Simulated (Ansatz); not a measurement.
**The silver atom (doublet): wave-function methods side by side, def2-TZVPP**

Aim: climb from Hartree-Fock through coupled cluster and multireference methods for the silver atom (doublet) at one geometry and basis, and see what each rung misses.

The runs use Ansatz 0.2.0, Gaussian basis; def2-TZVPP, core rule «outside noble gas», up to 4 orbitals frozen.

The runs, in order: UHF; CCSD(T) on ROHF; CCSD(T) on UHF; CISD; CCSDT(Q) on ROHF; CCSDT(Q) on UHF; CASSCF and MRCISD+Q, 11 electrons in 6 orbitals; CASSCF and MRCISD+Q(relaxed), 11 electrons in 6 orbitals; CASSCF and NEVPT4(SD), 11 electrons in 6 orbitals; CASSCF and NEVPT2, 11 electrons in 6 orbitals.

## 1. The atom

A free atom, in its lowest state of this spin that the program finds. No spin-orbit coupling is included. Elements past krypton take def2 core potentials.

1 atom, charge 0, spin multiplicity 2.

## 2. UHF

The input, in.yaml:

```yaml
crystal:
  periodic: [false, false, false]
  atoms:
    - {symbol: Ag, position_ang: [0.000000, 0.000000, 0.000000]}
basis:
  gaussian: {orbitals: def2-TZVPP}
magnetization: {spin_polarized: true, initial_magnetization: 1}
hamiltonian: {xc: hf}
output: {orbitals: {seedname: orbitals}}
```

Command:

```console
$ ansatz run in.yaml --threads 1 --pin off --events-out ev --progress --plain --max-ram 2393MiB
```

The runs that follow: CCSD(T) on ROHF; CCSD(T) on UHF; CISD; CCSDT(Q) on ROHF; CCSDT(Q) on UHF; CASSCF and MRCISD+Q, 11 electrons in 6 orbitals; CASSCF and MRCISD+Q(relaxed), 11 electrons in 6 orbitals; CASSCF and NEVPT4(SD), 11 electrons in 6 orbitals; CASSCF and NEVPT2, 11 electrons in 6 orbitals.

**Question.** What will the summary of the whole plan be? Wanted: UCCSDT(Q) below the RHF energy; RMP2 from UCCSDT(Q); UMP2 from UCCSDT(Q); RCCSD from UCCSDT(Q); RCCSD(T) from UCCSDT(Q); UCCSD(T) from UCCSDT(Q); RCCSDT(Q) from UCCSDT(Q); NEVPT2 valence from UCCSDT(Q); NEVPT4(SD) valence from UCCSDT(Q).

**Answer**, as computed:

| quantity | value |
| --- | --- |
| UCCSDT(Q) below the RHF energy | -10.0615 eV |
| RMP2 from UCCSDT(Q) | -434.4 meV |
| UMP2 from UCCSDT(Q) | -438.3 meV |
| RCCSD from UCCSDT(Q) | +326.5 meV |
| RCCSD(T) from UCCSDT(Q) | -16.3 meV |
| UCCSD(T) from UCCSDT(Q) | -19.0 meV |
| RCCSDT(Q) from UCCSDT(Q) | +3.0 meV |
| NEVPT2 valence from UCCSDT(Q) | +780.7 meV |
| NEVPT4(SD) valence from UCCSDT(Q) | +267.1 meV |
| MRCISD+Q valence from UCCSDT(Q) | +272.9 meV |
| levels within 1 kcal/mol (43 meV) | RCCSD(T), UCCSD(T), RCCSDT, UCCSDT, RCCSDT(Q) |
| T1 diagnostic | 0.017 |
| effectively unpaired electrons | 1.00 |

**Reading.** RCCSD(T) misses by -16.3 meV, 0.2 % of the correlation energy. One determinant dominates. Of the multireference levels listed NEVPT4(SD) valence comes nearest in total energy (+267.1 meV), which doesn't show that its space is the better one. These misses are within one basis, not against nature; the frozen cores of restricted and unrestricted runs differ, which can shift their rows.
